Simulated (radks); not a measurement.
**Filling a hard-walled sphere of radius 3.52 bohr*: electrons 14 to 22**

Which level does each new electron take in a hard-walled sphere of radius 3.52 bohr*, and at which counts is the dot hardest to charge further? Each count tries a few candidate levels and keeps the lowest.

The numbers are computed with radks (version 2): non-relativistic spin-polarised Kohn-Sham, LDA (Slater exchange, Perdew-Wang correlation), spherically averaged shells.

## (1) What is given

| Quantity | Value |
| --- | --- |
| well | a hard-walled sphere of radius 3.52 bohr* |
| functional | LDA (Slater exchange, Perdew-Wang correlation) |
| levels | named by radial order: 1s, 1p, 1d, 2s, 1f and so on |
| units | effective atomic units, hartree* and bohr* |
| configuration carried in | 1s2 1p6 1d(up 5, down 0) (N = 13, energy 40.983748) |

Further steps of the session: Electron number 14; N = 15; 16 electrons; 17 electrons; N = 18; N = 19; 20 electrons; 21 electrons; N = 22.

**Question.** What will these runs give? Wanted: closed shells at N; largest addition energy; most unpaired electrons; polarisability at N = 18; configuration at N = 22.

**Answer**, as computed:

```
                quantity                                       value
      closed shells at N                                          18
 largest addition energy  0.853 hartree* at N = 18 (of N = 14 to 21)
 most unpaired electrons                          4 at N = 14 and 22
polarisability at N = 18                                19.62 bohr*³
 configuration at N = 22               1s2 1p6 1d10 1f(up 4, down 0)
```

**Reading.** Shells close at N = 18, and the second difference peaks there. Among the lowest states kept at each count, up to 4 electrons are unpaired (N = 14), since exchange favours parallel spins. Spherical averaging forbids deformation, and the greedy search can miss a lower configuration.
